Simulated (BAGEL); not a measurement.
# C2F4O (trifluoroacetyl fluoride): B3LYP/cc-pVDZ (density fitting with cc-pvqz-jkfit)

What is the energy change on altering one bond length of C2F4O (trifluoroacetyl fluoride) at B3LYP/cc-pVDZ (density fitting with cc-pvqz-jkfit)? 

The results are computed with BAGEL 1.2.2.

2 further runs of the same task are left out: 2 set aside as unsound or not needed.

### 1 The molecule

C2F4O: 7 atoms, total charge 0, spin state singlet. SMILES: `O=C(F)C(F)(F)F`. The shape is that of a PBE0-D4/def2-TZVP optimisation.

Bond lengths: O1–C2 1.172 Å, C2–F3 1.326 Å, C2–C4 1.542 Å, C4–F5 1.330 Å, C4–F6 1.330 Å, C4–F7 1.318 Å. Angles: O1–C2–F3 124.0°, O1–C2–C4 126.4°, F3–C2–C4 109.5°, C2–C4–F5 109.8°, C2–C4–F6 109.8°, C2–C4–F7 110.2°, F5–C4–F6 108.7°, F5–C4–F7 109.1°, F6–C4–F7 109.1°.

### 2 A single-point energy at B3LYP/cc-pVDZ (density fitting with cc-pvqz-jkfit)

calc.json

```json
{ "bagel" : [

{
  "title" : "molecule",
  "basis" : "cc-pvdz.json",
  "df_basis" : "cc-pvqz-jkfit",
  "angstrom" : true,
  "geometry" : [
    { "atom" : "O", "xyz" : [    1.061180,   -1.396170,    0.701140 ] },
    { "atom" : "C", "xyz" : [    0.088980,   -0.798110,    0.435150 ] },
    { "atom" : "F", "xyz" : [   -1.136840,   -1.201010,    0.739860 ] },
    { "atom" : "C", "xyz" : [    0.018150,    0.551850,   -0.306440 ] },
    { "atom" : "F", "xyz" : [   -0.697880,    0.418270,   -1.418740 ] },
    { "atom" : "F", "xyz" : [   -0.564330,    1.461580,    0.468830 ] },
    { "atom" : "F", "xyz" : [    1.230750,    0.963590,   -0.619810 ] }
  ]
},
{ "title" : "ks", "xc_func" : "b3lyp" },
{ "title" : "print", "file" : "orbitals.molden", "orbitals" : true }

]}
```

The basis set cc-pVDZ is read from a file made from the Basis Set Exchange's data (not shown).

Run with:

```
$ BAGEL_NUM_THREADS=1 BAGEL calc.json > calc.out
```

Standard output:

```text
* using 1 threads per process

  ===============================================================
  ===============================================================

  *** Geometry ***

  { "atom" : "O", "xyz" : [      2.005340,     -2.638379,      1.324963 ] },
  { "atom" : "C", "xyz" : [      0.168148,     -1.508209,      0.822314 ] },
  { "atom" : "F", "xyz" : [     -2.148316,     -2.269580,      1.398133 ] },
  { "atom" : "C", "xyz" : [      0.034299,      1.042845,     -0.579088 ] },
  { "atom" : "F", "xyz" : [     -1.318802,      0.790416,     -2.681030 ] },
  { "atom" : "F", "xyz" : [     -1.066429,      2.761986,      0.885960 ] },
  { "atom" : "F", "xyz" : [      2.325780,      1.820921,     -1.171271 ] },

  Number of auxiliary basis functions:      742

  Since a DF basis is specified, we compute 2- and 3-index integrals:
    o Being stored without compression. Storage requirement is 0.057 GB

  Number of basis functions:       98
  Number of electrons      :       56

    * METHOD: MOLECULE                             0.76

  *** Kohn-Sham DFT ***

    * Removing 14245 points whose weight is below 1.00e-10
    * Grid points: 90097

  === Nuclear Repulsion ===
   336.9822695523

       - DIIS with orbital gradients will be used.

  === KS iteration (b3lyp / cc-pvdz.json) ===
      0       -499.81211632          0.12665067           0.71
      1       -337.79053703          0.24124433           0.65
      2       -424.86237795          0.18356722           0.67
      3       -488.96249378          0.21719734           0.69
      4       -547.13078122          0.06132480           0.59
      5       -531.39089182          0.11710876           0.73
      6       -547.30453582          0.04920251           0.61
      7       -550.33423164          0.02166339           0.64
      8       -550.43617190          0.01894179           0.66
      9       -550.81965121          0.00234546           0.59
     10       -550.82536851          0.00099631           0.59
     11       -550.82572344          0.00065319           0.61
     12       -550.82600913          0.00031635           0.59
     13       -550.82610344          0.00009188           0.60
     14       -550.82610840          0.00005371           0.59
     15       -550.82611097          0.00000878           0.61
     16       -550.82611106          0.00000326           0.61
     17       -550.82611106          0.00000180           0.59
     18       -550.82611107          0.00000114           0.61
     19       -550.82611107          0.00000033           0.59
     20       -550.82611107          0.00000012           0.60
     21       -550.82611107          0.00000007           0.60
     22       -550.82611107          0.00000002           0.60
     23       -550.82611107          0.00000000           0.61
    * SCF iteration converged.

    * Permanent dipole moment:
           (    0.203068,    -0.153850,     0.071987) a.u.

    * METHOD: KS                                  15.92

    * METHOD: PRINT                                0.04

  ===============================================================
```

Wall time 17 s (1 thread of AMD EPYC 7R43 (Zen 3), shared host); peak memory 0.46 GiB.

### 3 The distorted shape, same level

job.json

```json
{ "bagel" : [

{
  "title" : "molecule",
  "basis" : "cc-pvdz.json",
  "df_basis" : "cc-pvqz-jkfit",
  "angstrom" : true,
  "geometry" : [
    { "atom" : "O", "xyz" : [       0.697396,      -1.519693,       0.795152 ] },
    { "atom" : "C", "xyz" : [      -0.274804,      -0.921633,       0.529162 ] },
    { "atom" : "F", "xyz" : [      -1.500624,      -1.324533,       0.833872 ] },
    { "atom" : "C", "xyz" : [      -0.345634,       0.428327,      -0.212428 ] },
    { "atom" : "F", "xyz" : [      -1.061664,       0.294747,      -1.324728 ] },
    { "atom" : "F", "xyz" : [      -0.928114,       1.338057,       0.562842 ] },
    { "atom" : "F", "xyz" : [       1.230750,       0.963590,      -0.619810 ] }
  ]
},

{ "title" : "ks", "xc_func" : "b3lyp" },

{ "title" : "print", "file" : "orbitals.molden", "orbitals" : true }

]}
```

The basis set cc-pVDZ is read from a file made from the Basis Set Exchange's data (not shown).

Run with:

```
$ BAGEL_NUM_THREADS=1 BAGEL job.json > job.out
```

Standard output:

```text
* using 1 threads per process

  ===============================================================
  ===============================================================

  *** Geometry ***

  { "atom" : "O", "xyz" : [      1.317887,     -2.871804,      1.502620 ] },
  { "atom" : "C", "xyz" : [     -0.519304,     -1.741634,      0.999971 ] },
  { "atom" : "F", "xyz" : [     -2.835768,     -2.503005,      1.575790 ] },
  { "atom" : "C", "xyz" : [     -0.653154,      0.809421,     -0.401431 ] },
  { "atom" : "F", "xyz" : [     -2.006254,      0.556991,     -2.503373 ] },
  { "atom" : "F", "xyz" : [     -1.753881,      2.528561,      1.063617 ] },
  { "atom" : "F", "xyz" : [      2.325780,      1.820921,     -1.171271 ] },

  Number of auxiliary basis functions:      742

  Since a DF basis is specified, we compute 2- and 3-index integrals:
    o Being stored without compression. Storage requirement is 0.057 GB

  Number of basis functions:       98
  Number of electrons      :       56

    * METHOD: MOLECULE                             0.84

  *** Kohn-Sham DFT ***

    * Removing 13695 points whose weight is below 1.00e-10
    * Grid points: 90647

  === Nuclear Repulsion ===
   323.0890740493

       - DIIS with orbital gradients will be used.

  === KS iteration (b3lyp / cc-pvdz.json) ===
      0       -501.52845171          0.12167161           0.91
      1       -371.83978624          0.29411142           0.70
      2       -443.58020834          0.21218542           0.69
      3       -502.28161629          0.15587683           0.70
      4       -522.94652546          0.12015453           0.74
      5       -527.88887512          0.10103848           0.76
      6       -546.62092226          0.05791889           0.86
      7       -548.40997873          0.04973651           0.62
      8       -550.67436408          0.00950790           0.85
      9       -550.66296578          0.00924359           0.74
     10       -550.77071294          0.00149263           0.64
     11       -550.77163470          0.00110188           0.63
     12       -550.77268579          0.00018029           0.67
     13       -550.77270526          0.00008757           0.63
     14       -550.77271042          0.00002727           0.66
     15       -550.77271072          0.00002018           0.66
     16       -550.77271110          0.00000840           0.63
     17       -550.77271118          0.00000246           0.62
     18       -550.77271118          0.00000141           0.63
     19       -550.77271118          0.00000072           0.64
     20       -550.77271118          0.00000037           0.64
     21       -550.77271118          0.00000011           0.60
     22       -550.77271118          0.00000008           0.64
     23       -550.77271118          0.00000005           0.63
     24       -550.77271118          0.00000003           0.67
     25       -550.77271118          0.00000001           0.63
    * SCF iteration converged.

    * Permanent dipole moment:
           (    0.771024,     0.056278,    -0.084405) a.u.

    * METHOD: KS                                  18.76

    * METHOD: PRINT                                0.05

  ===============================================================
```

It took 20 s on 1 thread of AMD EPYC 7R43 (Zen 3), shared host; peak memory 0.46 GiB.

### 4 Summary of results

At B3LYP/cc-pVDZ (density fitting with cc-pvqz-jkfit):

```
                                                         quantity          value
                                        first shape: total energy  -550.82611 Eh
                                       first shape: dipole moment         0.67 D
                                         first shape: HOMO energy       -9.39 eV
                                         first shape: LUMO energy       -1.66 eV
                                       first shape: HOMO–LUMO gap        7.72 eV
                                    distorted shape: total energy  -550.77271 Eh
                                   distorted shape: dipole moment         1.98 D
                                     distorted shape: HOMO energy       -9.69 eV
                                     distorted shape: LUMO energy       -2.05 eV
                                   distorted shape: HOMO–LUMO gap        7.63 eV
energy change with the C4–F7 bond stretched from 1.318 to 1.714 Å       1.453 eV
```

What this shows: With the C4–F7 bond stretched from 1.318 to 1.714 Å the energy rises by 1.45 eV (140 kJ/mol). The first shape isn't relaxed at this level, so the change isn't measured from a minimum.
